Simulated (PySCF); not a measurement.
# Sm(BH4)2: other functionals and bases at one geometry

An exercise on one series of results from a longer session: the logs are not shown, and one member is left open.

Computed with PySCF 2.14.0. Level: several levels, as the steps say, no spin–orbit coupling.

1 further run of the same task is left out (for a known fault of the program).

### The system as given

11 atoms, charge 0, spin multiplicity 1.

Bond lengths: Sm1–B2 2.635 Å, Sm1–H4 2.453 Å, Sm1–H5 2.458 Å, Sm1–H6 2.459 Å, Sm1–B7 2.635 Å, Sm1–H9 2.453 Å, Sm1–H10 2.458 Å, Sm1–H11 2.459 Å, B2–H3 1.211 Å, B2–H4 1.256 Å, B2–H5 1.256 Å, B2–H6 1.255 Å, B7–H8 1.211 Å, B7–H9 1.256 Å, B7–H10 1.256 Å, B7–H11 1.255 Å. Angles: B2–Sm1–H4 28.3°, B2–Sm1–H5 28.3°, B2–Sm1–H6 28.3°, B2–Sm1–B7 179.9°, B2–Sm1–H9 151.6°, B2–Sm1–H10 151.8°, B2–Sm1–H11 151.7°, H4–Sm1–H5 48.5°, H4–Sm1–H6 48.5°, H4–Sm1–B7 151.6°, H4–Sm1–H9 142.1°, H4–Sm1–H10 164.2°, H4–Sm1–H11 125.0°, H5–Sm1–H6 48.4°, H5–Sm1–B7 151.8°, H5–Sm1–H9 164.2°, H5–Sm1–H10 125.1°, H5–Sm1–H11 142.3° and more.

Coordinates:

```xyz
11
charge 0, multiplicity 1
Sm    0.0000    0.0000    0.8018
B     2.6354   -0.0048    0.8045
H     3.8467   -0.0090    0.8071
H     2.1577   -0.8533    1.5985
H     2.1650   -0.2673   -0.3302
H     2.1679    1.1104    1.1418
B    -2.6354    0.0048    0.8045
H    -3.8467    0.0091    0.8070
H    -2.1578    0.8533    1.5985
H    -2.1649    0.2673   -0.3302
H    -2.1679   -1.1104    1.1418
```

Formal oxidation states: Sm +2. Each metal's 6 4f electrons lie in its core potential, so multiplicities, spins and levels count the valence alone. An earlier session relaxed this geometry at PBE0, Sm lcecp-0-SVP with ECP52, B def2-SVP, H def2-SVP (singlet, point group D3).

At PBE0 on the finer grid: E = -83.255055 Eh, frontier levels not given, since the 4f levels lie in the core, Mulliken charge on Sm1 +0.79 e, largest force component 0.016 eV/Å. 

Levels to run: M06-L; HF; PBE0, TZVP. Hardware: 2 threads of Intel Xeon Platinum 8259CL at 2.50GHz (Skylake/Cascade Lake), shared host.

The first run:

run.py (the lines that set the calculation)

```python
mol = gto.M(atom='''
Sm     0.00003    -0.00003     0.80181
B      2.63539    -0.00478     0.80452
H      3.84667    -0.00904     0.80706
H      2.15773    -0.85333     1.59847
H      2.16497    -0.26730    -0.33021
H      2.16787     1.11036     1.14182
B     -2.63539     0.00479     0.80455
H     -3.84666     0.00908     0.80699
H     -2.15775     0.85331     1.59854
H     -2.16493     0.26732    -0.33017
H     -2.16793    -1.11039     1.14184''',
    basis={'Sm': 'lcecp-0-SVP', 'B': 'def2-SVP', 'H': 'def2-SVP'},
    ecp={'Sm': 'lcecp-0-SVP'},
    charge=0, spin=0)
mf = dft.RKS(mol, xc='M06L')
mf.grids.atom_grid = (75, 302)  # f atoms: unpruned, at least (60, 302)
mf = mf.density_fit()  # fitting sets: Sm AutoAux, B def2-universal-JKFIT, H def2-universal-JKFIT
mf.conv_tol = 1e-08; mf.max_cycle = 55
mf.kernel(dm0)  # dm0: the density of the relaxed state
```

On the command line:

```bash
OMP_NUM_THREADS=2 python run.py
```

Steps of the session up to this table: M06-L; HF; PBE0, TZVP.

One table of the session follows, with a row left open; its other results are not shown here.

```
              level  charge on Sm1 (e)  largest force component (eV/Å)
PBE0 (relaxed here)               0.79                            0.02
              M06-L                  ?                               ?
                 HF               1.14                            0.54
         PBE0, TZVP               1.07                            0.30
```

**Question.** Estimate the row for M06-L.

The run gave: charge on Sm1 (e): 0.96; largest force component (eV/Å): 0.18. In the column «charge on Sm1 (e)» it lies between PBE0 (relaxed here) (0.79) and PBE0, TZVP (1.07).

The largest leftover force, 0.54 eV/Å with HF, stands at a geometry relaxed at another level. With 4f in the core, its levels are missing from HOMO and gap, and its count is fixed, so no charge can pass from the ligands into it. Total energies of different levels can't be compared.
